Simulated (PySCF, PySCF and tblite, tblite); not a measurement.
# C6H10Si: a path driven as a shift of bonds, and NMR exchange, part 2 of 2

PySCF and tblite. Atoms count from 0.

### 11 Shieldings, saddle of leg 1: PBE0/pcSseg-1

The job: settings as JSON, then the geometry in Å.

```
{"job": {"kind": "nmr", "xc": "PBE0", "basis": "pcSseg-1", "pop": false}, "charge": 0, "multiplicity": 1}
C     -0.874579     1.533273     1.027586
C     -0.018610     0.449785     0.437564
Si    -1.200989    -0.733624    -0.878598
C      0.727106    -0.515317     1.164902
C      1.724074    -1.042609     0.336300
C      1.631792    -0.451105    -0.930391
C      0.562295     0.472844    -0.909980
H     -1.489785     1.148024     1.853813
H     -0.240583     2.343499     1.422528
H     -1.554460     1.978433     0.284718
H     -1.647656    -0.394300    -2.273322
H     -2.468844    -0.574600    -0.083303
H     -0.685129    -2.121624    -0.802771
H      0.522091    -0.804542     2.196165
H      2.414446    -1.841282     0.610265
H      2.232525    -0.698190    -1.805419
H      0.366306     1.251336    -1.650056
```

The log of the run:

```text
coarse grid: 14344 points
cycle   1  E = -523.5585013386  dE =  9.073e-01  |g| = 4.065e-01  |ddm| = 3.773e+00
cycle   2  E = -523.5294987941  dE =  2.900e-02  |g| = 5.192e-01  |ddm| = 1.094e+00
cycle   3  E = -523.6040308802  dE = -7.453e-02  |g| = 6.912e-02  |ddm| = 7.158e-01
cycle   4  E = -523.6050229429  dE = -9.921e-04  |g| = 3.841e-02  |ddm| = 1.314e-01
cycle   5  E = -523.6053980528  dE = -3.751e-04  |g| = 9.012e-03  |ddm| = 5.196e-02
cycle   6  E = -523.6054178572  dE = -1.980e-05  |g| = 2.227e-03  |ddm| = 1.165e-02
cycle   7  E = -523.6054189689  dE = -1.112e-06  |g| = 4.095e-04  |ddm| = 2.195e-03
final grid: 132896 points
cycle   8  E = -523.6462091518  dE = -2.750e-05  |g| = 7.398e-03  |ddm| = 3.700e-02
cycle   9  E = -523.6462014579  dE =  7.694e-06  |g| = 9.129e-03  |ddm| = 1.994e-02
cycle  10  E = -523.6462240881  dE = -2.263e-05  |g| = 6.541e-04  |ddm| = 1.123e-02
cycle  11  E = -523.6462241779  dE = -8.982e-08  |g| = 1.865e-04  |ddm| = 7.633e-04
cycle  12  E = -523.6462241850  dE = -7.154e-09  |g| = 7.467e-05  |ddm| = 2.440e-04
cycle  13  E = -523.6462241864  dE = -1.411e-09  |g| = 2.288e-05  |ddm| = 1.329e-04
cycle  14  E = -523.6462241866  dE = -1.398e-10  |g| = 3.754e-06  |ddm| = 2.949e-05
converged SCF energy = -523.6462241866

GIAO shielding tensors (ppm)
atom      isotropic    diamagn.    paramagn.     s11        s22        s33       span
  0 C      167.025     241.317     -74.292    157.266    160.738    183.071     25.804
  1 C       83.428     263.330    -179.902     20.445     77.952    151.888    131.443
  2 Si     377.945     877.047    -499.102    227.732    434.651    471.451    243.719
  3 C       50.822     248.313    -197.491    -36.243     35.276    153.432    189.675
  4 C       47.597     253.657    -206.061    -45.207     31.828    156.169    201.376
  5 C       54.429     252.525    -198.097    -28.575     31.609    160.252    188.827
  6 C       84.334     254.464    -170.130     18.794     85.706    148.502    129.708
  7 H       28.861      28.518       0.343     24.553     27.050     34.979     10.426
  8 H       29.194      27.471       1.723     24.744     26.044     36.795     12.051
  9 H       29.514      28.811       0.704     24.683     28.659     35.200     10.517
 10 H       25.788      28.599      -2.811     21.900     23.180     32.285     10.385
 11 H       26.091      29.192      -3.101     22.394     23.971     31.909      9.515
 12 H       29.994      28.805       1.189     24.607     28.411     36.963     12.356
 13 H       24.501      31.911      -7.410     21.914     24.278     27.310      5.396
 14 H       24.168      30.276      -6.108     21.959     25.072     25.473      3.514
 15 H       24.503      31.033      -6.531     22.071     24.728     26.709      4.638
 16 H       25.786      33.246      -7.461     23.166     26.234     27.957      4.791
```

It took 29 s on 1 thread of Intel Xeon Platinum 8488C, shared host; peak memory 0.85 GiB.

In short: HOMO -6.41 eV, LUMO -0.07 eV; dipole 0.74 D.

The fields below are evaluated on a grid from the run's orbitals.

Frontier orbitals at PBE0/pcSseg-1, with the share of their density that lies nearest to each atom:

| orbital | energy (eV) | lies on |
| --- | --- | --- |
| HOMO | -6.41 | C3, C5 about 22 % each; C1 15 %; C6 11 % |
| LUMO | -0.07 | C3, C6 about 15 % each; Si2 12 %; H11 12 % |

ELF in a plane through or near 5 of the atoms.

Ten even steps from ' ' (0.00) to '@' (1.00):
```
                                                        
                                                        
                                                        
                        ..==++++::                      
                        ..==**##==::                    
                          ..::--::..                    
                                                        
        ::**%%##==....--++++==..      ..::::            
        %%@@@@@@@@++**##--++**--    ==@@@@@@##..        
        **@@@@@@%%::##%%==..**==....##@@@@@@%%==        
          ::==**++--**##++%%%%**====++%%%%##--..        
              --**##==..  --++====++%%%%##::            
            ..--++++--..  ..::..::##@@@@@@**..          
              ::--==--........    ++@@@@@@**            
                  ........          ==++==              
                                                        
                                                        
                                                        
                                                        
                                                        
```
The map spans 10.6 Å across and 10.8 Å up, centred on the molecule. Atoms in the plane (x, y in Å): C5 (-1.8, 0.1), C6 (-0.4, 0.4), H8 (2.0, -1.4), H9 (2.4, 0.2), H15 (-2.6, 0.6).

log10 of the density (e/Å³) in the same plane.

Values, 10 rows by 14 columns:
```
-4.0 -4.0 -4.0 -4.0 -4.0 -4.0 -3.9 -4.0 -4.0 -4.0 -4.0 -4.0 -4.0 -4.0
-4.0 -4.0 -4.0 -4.0 -4.0 -3.5 -2.9 -2.7 -2.9 -3.4 -4.0 -4.0 -4.0 -4.0
-4.0 -4.0 -4.0 -4.0 -3.6 -2.7 -2.0 -1.6 -2.0 -2.7 -3.5 -4.0 -4.0 -4.0
-4.0 -4.0 -3.1 -2.4 -2.1 -1.8 -1.4 -1.3 -1.8 -2.4 -2.9 -3.5 -4.0 -4.0
-4.0 -3.3 -1.7 -0.5 -0.2 -0.2  0.2 -0.1 -1.3 -1.2 -0.9 -1.8 -3.0 -4.0
-4.0 -3.5 -2.0 -0.8  0.0  0.1 -0.1  0.0 -0.4 -0.1 -0.2 -1.4 -2.7 -4.0
-4.0 -3.9 -2.5 -1.7 -1.0 -1.0 -1.3 -1.1 -0.9  0.1 -0.3 -1.8 -3.0 -4.0
-4.0 -4.0 -3.4 -2.7 -2.2 -2.0 -2.0 -2.2 -2.3 -1.8 -1.9 -2.8 -3.9 -4.0
-4.0 -4.0 -4.0 -4.0 -3.8 -3.5 -3.5 -3.7 -3.9 -3.7 -3.8 -4.0 -4.0 -4.0
-4.0 -4.0 -4.0 -4.0 -4.0 -4.0 -4.0 -4.0 -4.0 -4.0 -4.0 -4.0 -4.0 -4.0
```
The map spans 10.6 Å across and 10.8 Å up, centred on the molecule. Atoms in the plane (x, y in Å): C5 (-1.8, 0.1), C6 (-0.4, 0.4), H8 (2.0, -1.4), H9 (2.4, 0.2), H15 (-2.6, 0.6).

On the surface of density 0.002 e/bohr³ the electrostatic potential runs, from the 1st to the 99th percentile, from -0.96 V near C4 to 1.02 V near H16.

### 12 Shieldings, end: PBE0/pcSseg-1

The job: settings as JSON, then the geometry in Å.

```
{"job": {"kind": "nmr", "xc": "PBE0", "basis": "pcSseg-1", "pop": false}, "charge": 0, "multiplicity": 1}
C     -0.860628     1.448200     1.314496
C      0.111199     0.511675     0.682164
Si    -1.241920    -0.674949    -1.384121
C      0.991544    -0.326694     1.300607
C      1.789907    -1.017472     0.310961
C      1.414538    -0.610392    -0.930706
C      0.272033     0.329854    -0.789806
H     -0.818341     1.377000     2.410526
H     -0.649011     2.494587     1.035413
H     -1.899325     1.244400     1.002296
H     -1.102233    -1.004273    -2.835852
H     -2.493024     0.131174    -1.216304
H     -1.335407    -1.923594    -0.576454
H      1.081961    -0.456803     2.380713
H      2.565180    -1.751624     0.535662
H      1.827329    -0.942209    -1.884076
H      0.308956     1.252063    -1.393682
```

The log of the run:

```text
coarse grid: 14344 points
cycle   1  E = -523.5812294354  dE =  8.041e-01  |g| = 3.974e-01  |ddm| = 3.756e+00
cycle   2  E = -523.5668010561  dE =  1.443e-02  |g| = 4.640e-01  |ddm| = 1.014e+00
cycle   3  E = -523.6252940212  dE = -5.849e-02  |g| = 4.986e-02  |ddm| = 6.115e-01
cycle   4  E = -523.6256263476  dE = -3.323e-04  |g| = 3.604e-02  |ddm| = 8.679e-02
cycle   5  E = -523.6259479878  dE = -3.216e-04  |g| = 9.120e-03  |ddm| = 4.066e-02
cycle   6  E = -523.6259674684  dE = -1.948e-05  |g| = 2.388e-03  |ddm| = 1.045e-02
cycle   7  E = -523.6259688272  dE = -1.359e-06  |g| = 2.101e-04  |ddm| = 2.182e-03
final grid: 132896 points
cycle   8  E = -523.6674050188  dE = -2.702e-05  |g| = 6.823e-03  |ddm| = 3.620e-02
cycle   9  E = -523.6674001955  dE =  4.823e-06  |g| = 8.076e-03  |ddm| = 1.661e-02
cycle  10  E = -523.6674177268  dE = -1.753e-05  |g| = 6.540e-04  |ddm| = 9.290e-03
cycle  11  E = -523.6674178081  dE = -8.130e-08  |g| = 2.640e-04  |ddm| = 8.113e-04
cycle  12  E = -523.6674178240  dE = -1.589e-08  |g| = 8.882e-05  |ddm| = 3.151e-04
cycle  13  E = -523.6674178260  dE = -1.995e-09  |g| = 1.940e-05  |ddm| = 1.119e-04
cycle  14  E = -523.6674178261  dE = -9.186e-11  |g| = 3.355e-06  |ddm| = 2.014e-05
converged SCF energy = -523.6674178261

GIAO shielding tensors (ppm)
atom      isotropic    diamagn.    paramagn.     s11        s22        s33       span
  0 C      166.832     243.824     -76.993    153.468    161.884    185.143     31.675
  1 C       31.944     261.481    -229.538    -68.491     14.620    149.703    218.195
  2 Si     403.132     879.515    -476.382    350.538    389.186    469.674    119.136
  3 C       49.215     250.786    -201.571    -42.214     54.257    135.601    177.814
  4 C       45.414     253.917    -208.504    -53.248     42.172    147.317    200.565
  5 C       45.584     256.287    -210.703    -57.466     41.840    152.379    209.845
  6 C      135.600     252.419    -116.819    116.253    142.048    148.499     32.245
  7 H       28.938      28.544       0.394     24.127     27.798     34.889     10.762
  8 H       29.143      27.935       1.207     24.673     26.922     35.834     11.161
  9 H       29.056      29.149      -0.093     24.190     28.777     34.201     10.011
 10 H       27.001      28.906      -1.905     23.352     24.785     32.865      9.513
 11 H       27.031      29.315      -2.284     23.553     25.560     31.980      8.426
 12 H       28.830      29.051      -0.221     24.791     27.520     34.180      9.389
 13 H       24.728      32.197      -7.470     22.777     23.639     27.768      4.991
 14 H       24.514      30.438      -5.924     22.738     23.739     27.065      4.327
 15 H       24.650      31.766      -7.116     22.752     24.877     26.320      3.568
 16 H       28.108      31.182      -3.074     23.945     26.514     33.864      9.919
```

Wall time 23 s (1 thread of Intel Xeon Platinum 8488C, shared host); peak memory 0.82 GiB.

Key values: HOMO -6.21 eV, LUMO -0.50 eV; dipole 0.59 D.

### 13 The path in numbers

The job: settings as JSON, then the geometry in Å.

```
{"job": {"smiles": "CC1([SiH3])C=CC=C1", "charge": 0, "mult": 1, "motion": "shift", "what": "ring whizzing, 1,2-shift on cyclopentadiene", "atoms": [2, 1, 6], "drives": [{"terms": [["d", [2, 1], 1], ["d", [2, 6], -1]], "neg": true, "n": 14}], "study": "path", "level": {"kind": "nmr", "xc": "PBE0", "basis": "pcSseg-1"}, "fields": [100, 400, 900], "first": 0, "seed": 164, "refine": {"xc": "PBE0", "basis": "def2-SVP"}, "kind": "path"}, "charge": 0, "multiplicity": 1}
C     -0.785525     1.518357     0.803409
C     -0.165529     0.294408     0.153451
Si    -1.527657    -0.830474    -0.634195
C      0.577783    -0.637249     1.027409
C      1.733302    -0.990206     0.426610
C      1.855092    -0.273630    -0.808266
C      0.774378     0.519057    -0.964798
H     -1.476787     1.229126     1.592534
H     -0.005453     2.139889     1.241965
H     -1.326389     2.113965     0.070656
H     -2.252920    -0.033603    -1.627004
H     -2.456799    -1.224683     0.427862
H     -0.894766    -1.993065    -1.245337
H      0.209688    -0.972765     1.980057
H      2.464984    -1.686505     0.798012
H      2.689825    -0.363866    -1.481513
H      0.579774     1.203273    -1.770764
```

The log of the run:

```text
stationary points (kcal/mol above the start)
  n  kind          group   xTB      DFT    lowest mode
  0  minimum      Cs       0.00     0.00     114.3
  1  saddle       C1       6.59     9.93    -241.7
  2  minimum      C1      -3.78    -3.19      62.1

GFN2-xTB energies: T/K, barrier G, reaction G (kcal/mol), k forward, k back (1/s)
 150.00     6.48    -4.24   2.26e+03    0.00075
 200.00     6.58    -4.30   5.35e+05       5.35
 250.00     6.70    -4.35   1.44e+07   1.14e+03
 298.15     6.83    -4.39   1.22e+08   3.72e+04
 350.00     6.98    -4.42   6.37e+08   5.55e+05
 400.00     7.14    -4.44   2.09e+09   3.92e+06
 500.00     7.49    -4.47   1.11e+10   6.22e+07

PBE0-D3(BJ)/def2-SVP energies: T/K, barrier G, reaction G (kcal/mol), k forward, k back (1/s)
 150.00     8.92    -4.18      0.627   2.53e-07
 200.00     9.02    -4.24   1.15e+03     0.0133
 250.00     9.14    -4.29   1.06e+05        9.4
 298.15     9.27    -4.33   1.99e+06        667
 350.00     9.42    -4.36   1.91e+07    1.8e+04
 400.00     9.58    -4.38   9.71e+07   1.95e+05
 500.00     9.93    -4.41   9.55e+08   5.65e+06

PBE0/pcSseg-1 + D3(BJ) energies: T/K, barrier G, reaction G (kcal/mol), k forward, k back (1/s)
 150.00     9.82    -3.65     0.0312    7.5e-08
 200.00     9.92    -3.71        121    0.00535
 250.00    10.04    -3.76   1.75e+04       4.53
 298.15    10.17    -3.80   4.39e+05        362
 350.00    10.32    -3.83   5.27e+06   1.07e+04
 400.00    10.48    -3.85   3.15e+07   1.24e+05
 500.00    10.82    -3.88   3.88e+08   3.92e+06
```

Run time: 6.7 min. Hardware: 1 thread of Intel Xeon Platinum 8488C, shared host; peak memory 0.85 GiB. This counts the whole study up to here.

Barriers by level (kcal/mol; entropies in cal/(mol K)). Zero-point and thermal terms come from xTB in every row. ΔG‡ leaves symmetry out; the rate counts equivalent paths (a factor of 2); effective ΔG‡, where given, is the barrier that would give that rate by Eyring's equation alone:

| level | ΔE‡ | with zero-point | ΔH‡ | ΔS‡ | ΔG‡ (298 K) | ΔE of reaction | k at 298 K (1/s) | effective ΔG‡ |
| --- | --- | --- | --- | --- | --- | --- | --- | --- |
| GFN2-xTB | 6.59 | 6.33 | 5.89 | -3.2 | 6.83 | -3.78 | 1.2e+08 | 6.42 |
| PBE0-D3(BJ)/def2-SVP | 9.03 | 8.77 | 8.33 | -3.2 | 9.27 | -3.72 | 2e+06 | 8.86 |
| PBE0/pcSseg-1 + D3(BJ) | 9.93 | 9.66 | 9.22 | -3.2 | 10.17 | -3.19 | 4.4e+05 | 9.75 |

Sites that the driver pairs across this motion, and where their lines would merge (no couplings; faster rotations or exchange between molecules can average them sooner):

| nucleus | sites: shielding (ppm) | proton frequency (MHz) | spread (Hz) | coalescence (K) | lines at 298 K |
| --- | --- | --- | --- | --- | --- |
| 13C | C3, C6: 37.3; C3 (end): 49.2; C6 (end): 135.6 | 900 | 22249 | not given | – |
| 13C | C1: 128.9; C1 (end): 31.9 | 900 | 21940 | not given | – |
| 1H | H13, H16: 24.58; H13 (end): 24.73; H16 (end): 28.11 | 900 | 3175 | not given | – |
| 29Si | Si2: 390.9; Si2 (end): 403.1 | 900 | 2185 | not given | – |
| 1H | H7, H8, H9: 29.72; H7, H8, H9 (end): 29.05 | 900 | 608 | not given | – |
| 13C | C4, C5: 47.1; C4 (end): 45.4; C5 (end): 45.6 | 900 | 378 | not given | – |
| 13C | C0: 168.4; C0 (end): 166.8 | 900 | 351 | not given | – |
| 1H | H14, H15: 24.48; H14 (end): 24.51; H15 (end): 24.65 | 900 | 156 | not given | – |

A dash: the driver gave no coalescence for this row (it judged the minor form too scarce).

Rows that set an atom against itself at the end compare its shielding in the two forms.

### 14 Outcome

The summary covers parts 1 to 2.

| quantity | value |
| --- | --- |
| barrier (PBE0/pcSseg-1 + D3(BJ)) | ΔE‡ 9.9, ΔG‡(298 K) 10.2 kcal/mol |
| barrier (GFN2-xTB) | ΔE‡ 6.6 kcal/mol |
| rate at 298 K | 4.4e+05 s⁻¹ |
| end of the path | -3.2 kcal/mol from the start |

The barrier is 9.9 kcal/mol at the DFT level (xTB: 6.6); with thermal terms and the count of paths the DFT value gives a rate of 4.4e+05 s⁻¹ at 298 K. An error of 1.4 kcal/mol changes that rate tenfold.
